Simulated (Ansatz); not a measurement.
# KRhCl2F6: the cost of one run

Program: Ansatz 0.2.0. Level of theory: reference: DFT PBE, plane waves, PAW, scalar-relativistic, no spin polarisation. These are calculated values, not measurements.

## Step 1: The system as given

The structure is cubic, space group Fm-3m (No. 225). Conventional cell: a = 8.233 Å, b = 8.233 Å, c = 8.233 Å, α = 90.00°, β = 90.00°, γ = 90.00°. K (site symmetry m-3m) is surrounded by 6 F at 2.27 Å. F (site symmetry 4mm) has 1 Rh at 1.84 Å and 1 K at 2.27 Å as nearest neighbours. Rh (site symmetry m-3m) has 6 F at 1.84 Å as nearest neighbours. Cl (site symmetry -43m) has 12 F at 2.92 Å as nearest neighbours.

As a file:

```xyz
10
Lattice="0.0000 4.1163 4.1163 4.1163 0.0000 4.1163 4.1163 4.1163 0.0000" Properties=species:S:1:pos:R:3 pbc="T T T"
K     4.1163    4.1163    4.1163
F     1.8441    4.1163    4.1163
F     4.1163    1.8441    4.1163
F     6.3886    4.1163    4.1163
F     4.1163    6.3886    4.1163
F     4.1163    4.1163    1.8441
F     4.1163    4.1163    6.3886
Rh    0.0000    0.0000    0.0000
Cl    2.0582    2.0582    2.0582
Cl    6.1745    6.1745    6.1745
```

## Step 2: Reference

Input file input.yaml:

```yaml
crystal:
  lattice:
    - [0.0, 4.116336, 4.116336]
    - [4.116336, 0.0, 4.116336]
    - [4.116336, 4.116336, 0.0]
  atoms:
    - { symbol: K, position: [0.5, 0.5, 0.5] }
    - { symbol: F, position: [0.776, 0.224, 0.224] }
    - { symbol: F, position: [0.224, 0.776, 0.224] }
    - { symbol: F, position: [0.224, 0.776, 0.776] }
    - { symbol: F, position: [0.776, 0.224, 0.776] }
    - { symbol: F, position: [0.224, 0.224, 0.776] }
    - { symbol: F, position: [0.776, 0.776, 0.224] }
    - { symbol: Rh, position: [0.0, 0.0, 0.0] }
    - { symbol: Cl, position: [0.25, 0.25, 0.25] }
    - { symbol: Cl, position: [0.75, 0.75, 0.75] }
  symmetry: { tolerance: 0.0003 }
kpoints:
  mp_grid: { grid: [4, 4, 4], shift: [0, 0, 0] }
magnetization:
  spin_polarized: false
scf:
  occupations: { method: gaussian, width: 0.1431 }
hamiltonian:
  pseudopotentials: { kind: paw }
  xc: pbe
basis:
  ecutwfc: 420
output:
  forces: true
  stress: true
  eigenvalues: true
  write_density: true
  write_potential: true
  elf: true
  volumetric_format: npy
```

On the command line:

```
> ansatz run input.yaml --threads 1 --pin off --max-ram 2560MiB --backend cpu --events-out ev --progress --plain --runs-dir out
```

**Question.** How long does this run take on 1 thread of an x86-64 CPU, shared host, and how much memory does it need?

About 8.2 s, with a peak of 0.44 GiB.
